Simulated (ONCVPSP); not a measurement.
# Copper: generating and testing an ONCV potential

Aim: build the potential from the settings below, then test how well it stands in for the atom: other configurations, scattering, ghost states and the plane-wave cutoff that it needs.

The numbers are computed with ONCVPSP 4.0.1.1 (patched build) (PBE, scalar-relativistic, spin-unpolarised reference atom).

**1. The design**

The settings as typed:

```json
{"element": "copper (Cu, Z = 29)", "type": "optimised norm-conserving Vanderbilt (ONCV)", "frozen core": "[Ne]", "valence charge": "19", "reference configuration": "3s2 3p6 3d9 4s2", "partial waves": "3s+4s: rc 1.05 bohr, ncon 4, nbas 7, qcut 9.6 1/bohr, 2 projectors; 3p: rc 1.10 bohr, ncon 4, nbas 7, qcut 13.2 1/bohr, 2 projectors, debl 1.9 Ha; 3d: rc 0.80 bohr, ncon 4, nbas 8, qcut 23.5 1/bohr, local", "local potential": "the d channel", "core correction": "not asked for"}
```

The outer shells as boxes (Hund's rule for the drawing; the calculation is spin-unpolarised):

```
[Ne] core
3s [↑↓]
3p [↑↓][↑↓][↑↓]
3d [↑↓][↑↓][↑↓][↑↓][↑ ]
4s [↑↓]
```

The nodes and maxima of the atom's own shells, from an earlier all-electron run, set the scale for the radii.

All-electron outer shells of the reference configuration (PBE, scalar-relativistic, ld1.x):

```json
{"shell": "2p", "level (eV)": "-922.70", "outermost node (bohr)": "–", "outermost maximum (bohr)": "0.16"}
{"shell": "3s", "level (eV)": "-120.00", "outermost node (bohr)": "0.29", "outermost maximum (bohr)": "0.61"}
{"shell": "3p", "level (eV)": "-77.31", "outermost node (bohr)": "0.26", "outermost maximum (bohr)": "0.62"}
{"shell": "3d", "level (eV)": "-9.52", "outermost node (bohr)": "–", "outermost maximum (bohr)": "0.60"}
{"shell": "4s", "level (eV)": "-5.81", "outermost node (bohr)": "0.88", "outermost maximum (bohr)": "2.16"}
{"shell": "4p", "level (eV)": "-1.17", "outermost node (bohr)": "0.96", "outermost maximum (bohr)": "3.14"}
```

**2. Generating the potential**

Contents of Cu.dat:

```
# ATOM AND REFERENCE CONFIGURATION
# atsym  z   nc   nv     iexc    psfile
  Cu 29.00    3    4        4      upf
#
#   n    l    f
    1    0    2.00
    2    0    2.00
    2    1    6.00
    3    0    2.00
    3    1    6.00
    3    2    9.00
    4    0    2.00
#
# PSEUDOPOTENTIAL AND OPTIMIZATION
# lmax
    2
#
#   l,   rc,      ep,       ncon, nbas, qcut
    0    1.05    0.00    4    7    9.60
    1    1.10    0.00    4    7   13.20
    2    0.80    0.00    4    8   23.50
#
# LOCAL POTENTIAL
# lloc, lpopt,  rc(5),   dvloc0
    2    5    0.80    0.00
#
# VANDERBILT-KLEINMAN-BYLANDER PROJECTORs
# l, nproj, debl
    0    2    3.50
    1    2    1.90
    2    0    3.20
#
# MODEL CORE CHARGE
# icmod, fcfact, rcfact
    0    0.00    0.00
#
# LOG DERIVATIVE ANALYSIS
# epsh1, epsh2, depsh
   -6.00    5.00    0.04
#
# OUTPUT GRID
# rlmax, drl
    6.00    0.01
#
# TEST CONFIGURATIONS
# ncnf
    4
# nvcnf
#   n    l    f
    4
    3    0    2.00
    3    1    6.00
    3    2   10.00
    4    0    1.00
#
    4
    3    0    2.00
    3    1    6.00
    3    2   10.00
    4    0    0.00
#
    4
    3    0    2.00
    3    1    6.00
    3    2    9.00
    4    0    0.00
#
    5
    3    0    2.00
    3    1    6.00
    3    2   10.00
    4    0    0.00
    4    1    1.00
#
```

Run with:

```
$ oncvpsp.x < Cu.dat > Cu.out
```

Before running it: what results should come out? Wanted: cutoffs for 1 and 0.1 mHa per electron, occupied waves; bound ghosts; GHOST(+) flags; largest test error; largest phase difference near zero energy, channels read; projector energies reset by the program.

**Answer**, as computed:

```
                                                quantity                           value
  cutoffs for 1 and 0.1 mHa per electron, occupied waves               172 Ha and 200 Ha
                                            bound ghosts                      none found
                                          GHOST(+) flags                     s at 203 eV
                            largest test error (AE − PS)  +2.4 meV, for 3s2 3p6 3d10 4s0
largest phase difference near zero energy, channels read                       0.001 rad
                 projector energies reset by the program             p: -2.841, 0.250 Ha
```

By total energies transferability is very good: the largest error is 2.4 meV on 6.2 eV, for 3s2 3p6 3d10 4s0. The potential is very hard: the looser tolerance needs 172 Ha. The 3d wave sets it; 3p needs 49 Ha. No bound ghost shows. Near zero energy the phases of the channels with partial waves agree within 0.001 rad. The program also flags highly localised states, GHOST(+) (s). These are tests on the free atom; a crystal test is still owed.
